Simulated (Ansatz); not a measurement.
Predict the output of the script below (Ansatz 0.2.0 through its Python package).

`run_energy.py`
```python
"""Single point of F2GeH4N2 in a Gaussian basis."""

from pathlib import Path

import ansatz as az
from ase import Atoms


def main() -> None:
    atoms = Atoms(["N", "Ge", "N", "F", "F", "H", "H", "H", "H"], positions=[
        (-0.2844, 1.5043, -0.3887),
        (0.1089, -0.2637, -0.3821),
        (-0.0242, -0.9058, 1.3504),
        (-0.9314, -1.1396, -1.4058),
        (1.7503, -0.4744, -1.0035),
        (-1.325, 1.6336, -0.0822),
        (-0.2902, 1.854, -1.396),
        (0.3589, -1.8866, 1.3279),
        (0.7255, -0.3682, 1.963),
    ])
    molecule = az.Crystal.molecule_from_ase(atoms)

    setup = molecule.calculation()
    setup = setup.basis(gaussian="def2-SVP")
    setup = setup.functional("b3lyp").scf(lower_state_search="light")
    setup = setup.orbitals()
    out = setup.run(threads=1, pin="off", runs_dir="out")
    data = out.report

    print("reference energy %16.6f eV" % data["reference_energy_ev"])
    print("total energy     %16.6f eV" % data["free_energy_ev"])
    print("occupied (up, down):", data["n_occupied"], " virtual:", data["n_virtual"], " frozen:", data["n_frozen"])

    lines = Path(data["orbitals_path"]).read_text().splitlines()
    field_of = lambda key: [line.split("=")[1].strip() for line in lines if line.startswith(key)]
    orbitals = [(27.211386 * float(e), s, float(n)) for e, s, n in zip(field_of("Ene="), field_of("Spin="), field_of("Occup="))]
    homo = max(e for e, _, n in orbitals if n > 0.5)
    lumo = min(e for e, _, n in orbitals if n < 0.5)
    for e, spin, n in sorted(orbitals):
        if homo - 10 < e < lumo + 5:
            print(f"{spin:6s} {e:10.3f} eV  occupation {n:.0f}")


if __name__ == "__main__":
    main()
```

```console
$ python run_energy.py
reference energy    -64987.186988 eV
total energy        -64987.186988 eV
occupied (up, down): [34, 34]  virtual: [74, 74]  frozen: 0
Alpha     -15.171 eV  occupation 2
Alpha     -13.246 eV  occupation 2
Alpha     -13.082 eV  occupation 2
Alpha     -12.323 eV  occupation 2
Alpha     -12.061 eV  occupation 2
Alpha     -11.795 eV  occupation 2
Alpha     -11.035 eV  occupation 2
Alpha     -10.815 eV  occupation 2
Alpha     -10.616 eV  occupation 2
Alpha     -10.287 eV  occupation 2
Alpha      -8.116 eV  occupation 2
Alpha      -7.947 eV  occupation 2
Alpha      -0.417 eV  occupation 0
Alpha       1.079 eV  occupation 0
Alpha       1.510 eV  occupation 0
Alpha       2.410 eV  occupation 0
Alpha       2.559 eV  occupation 0
Alpha       2.681 eV  occupation 0
Alpha       3.633 eV  occupation 0
Alpha       4.156 eV  occupation 0
```

What to keep in mind:
- These settings explore the input space; basis and method may be short of convergence.
- The geometry is a force-field or estimated start, not a minimum of this method, and the basis set is short of its limit.
- Alpha marks a spatial orbital of a restricted run, filled by both spins.
- b3lyp holds the VWN-RPA fit, as in Gaussian; the form of ORCA and Turbomole is b3lyp5.
- Levels such as HOMO and LUMO are orbital energies: with these approximate functionals they aren't the ionisation energy and electron affinity, and their gap isn't the fundamental gap.
- The whole script took 7.5 s on 1 thread of Arm Neoverse N1, with other jobs on the host, peak memory 0.3 GiB.

(Lines on the test bed's own set-up are left out of the output.)
